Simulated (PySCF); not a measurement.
# F3H4NSi2 ((F)3Si-NH-SiH3): the cost of one run

Programs: PySCF 2.14.0, with density-fitted response routines of our own. Each step states its level of theory. These are calculated values for one molecule in the gas phase, unless marked as measured. Atoms are numbered from 0 throughout.

### Step 1. The starting structure

10 atoms, charge 0, multiplicity 1; geometry from: GFN2-xTB. The atoms were then displaced at random by about 0.03 Å, so the start is not that level's minimum.

Bonds of the start (Å): Si0–F1 1.68, Si0–F2 1.59, Si0–F3 1.57, Si0–N4 1.65, N4–Si5 1.79, N4–H6 1.03, Si5–H7 1.44, Si5–H8 1.48, Si5–H9 1.43.

### Step 2. Optimising the geometry at PBE0-D3(BJ)/def2-SVP

Job settings and geometry (Å):

```
{"job": {"xc": "PBE0", "basis": "def2-SVP", "d3": "d3bj", "grid": 1, "maxiter": 40, "shake": 0.03, "kind": "geom"}, "charge": 0, "multiplicity": 1}
Si    -0.520070    -1.022160    -0.972510
F     -1.726730    -0.063910    -1.649380
F     -1.448750    -1.933170    -0.063430
F      0.133040    -1.832650    -2.148700
N      0.611420    -0.066480    -0.236670
Si     0.382930     1.070360     1.127710
H      1.594260    -0.231680    -0.495610
H     -0.034440     0.321200     2.282330
H      1.725160     1.627230     1.401050
H     -0.592180     2.054510     0.759620
```

Launch:

```bash
$ OMP_NUM_THREADS=1 python probes_run.py task.json out
```

The driver reads the jobs from task.json and runs them one after another.

**Question.** How long does this first job take on 1 thread of AMD EPYC, shared host, and how much memory does it need?

About 2.8 min, with a peak of 0.45 GiB.
